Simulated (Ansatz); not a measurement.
**FH4O3Si2 radical: one species, many methods**

Aim: compute FH4O3Si2 radical with functionals from several rungs and with coupled cluster, and see how far each lands from CCSD(T) at the basis-set limit for the atomisation energy.

Method: functionals in def2-TZVPP, the program's frozen cores in correlated methods; program: Ansatz 0.2.0, Gaussian basis.

Plan: PBE-D4, r2SCAN-D4, PBE0-D4, B3LYP-D4, ωB97X-V, ωB97M-V, B2PLYP; CCSD(T)/def2-TZVPP; MP2/def2-QZVPP; extrapolation to the limit.

## 1. Structure used throughout

An earlier PBE0-D4 in a triple-zeta def2 set relaxation fixed the geometry.

SMILES `O[SiH]O[SiH](O)F`, 10 atoms, charge 0, spin multiplicity 2.

Atoms are counted from 1 here; the program's logs count them from 0.

Bond lengths: O1–Si2 1.640 Å, O1–H7 0.964 Å, Si2–O3 1.657 Å, Si2–H8 1.493 Å, O3–Si4 1.610 Å, Si4–O5 1.639 Å, Si4–F6 1.588 Å, Si4–H9 1.470 Å, O5–H10 0.958 Å. Angles: Si2–O1–H7 115.4°, O1–Si2–O3 109.8°, O1–Si2–H8 106.9°, O3–Si2–H8 108.0°, Si2–O3–Si4 138.4°, O3–Si4–O5 106.3°, O3–Si4–F6 110.4°, O3–Si4–H9 111.6°, O5–Si4–F6 109.1°, O5–Si4–H9 112.7°, F6–Si4–H9 106.7°, Si4–O5–H10 119.0°.

## 2. PBE-D4 (GGA)

Contents of in.yaml:

```yaml
crystal:
  periodic: [false, false, false]
  atoms:
    - {symbol: O, position_ang: [0.236430, 1.208373, 1.814793]}
    - {symbol: Si, position_ang: [-0.364335, -0.316003, 1.894283]}
    - {symbol: O, position_ang: [-0.239242, -1.046721, 0.412638]}
    - {symbol: Si, position_ang: [-0.100494, -0.617807, -1.132739]}
    - {symbol: O, position_ang: [-0.234514, 1.014962, -1.169281]}
    - {symbol: F, position_ang: [1.323005, -1.035974, -1.698117]}
    - {symbol: H, position_ang: [0.066794, 1.676477, 0.989902]}
    - {symbol: H, position_ang: [0.493474, -1.070201, 2.855048]}
    - {symbol: H, position_ang: [-1.103229, -1.289358, -1.971947]}
    - {symbol: H, position_ang: [-0.077889, 1.476242, -1.994580]}
basis:
  gaussian: {orbitals: def2-TZVPP}
magnetization: {spin_polarized: true, initial_magnetization: 1}
hamiltonian: {xc: pbe, dispersion: d4}
output: {forces: true, orbitals: {seedname: orbitals}}
```

The run is started by

```console
ansatz run in.yaml --threads 2 --pin off --events-out ev --progress --plain --max-ram 32768MiB --backend cpu
```

After this run come: r2SCAN-D4 (meta-GGA); PBE0-D4 (hybrid); B3LYP-D4 (hybrid); ωB97X-V (range-separated); ωB97M-V (range-separated); B2PLYP (double hybrid); CCSD(T) in def2-TZVPP; MP2 in def2-QZVPP.

Before running them: what should the planned runs give, taken together? Wanted: atomisation energy, CCSD(T)/CBS; farthest; mean size of error, hybrid; mean size of error, range-separated; gap, smallest and largest; T1 diagnostic; triples share of the correlation energy.

The runs gave:

```
                               quantity                                value
        atomisation energy, CCSD(T)/CBS                        4010.8 kJ/mol
 functionals within 20.1 kJ/mol (0.5 %)           PBE-D4, r2SCAN-D4, ωB97X-V
                               farthest               PBE0-D4 (-91.0 kJ/mol)
             mean size of error, hybrid                          71.9 kJ/mol
    mean size of error, range-separated                          20.9 kJ/mol
              gap, smallest and largest  1.79 eV (PBE-D4), 7.89 eV (ωB97X-V)
                          T1 diagnostic                               0.0135
triples share of the correlation energy                                3.3 %
```

**Reading.** PBE-D4 misses by +5.8 kJ/mol. Double hybrids carry the basis error of their MP2 part in triple zeta, and no dispersion term here, so their miss is partly the set-up's. Misses under about 20.1 kJ/mol are within the doubt on the reference itself, which lacks core-valence correlation, relativity and higher excitations. Hartree-Fock recovers 71 % of the binding; the rest is correlation. Orbital gaps span 1.8 to 7.9 eV; exact exchange widens them.
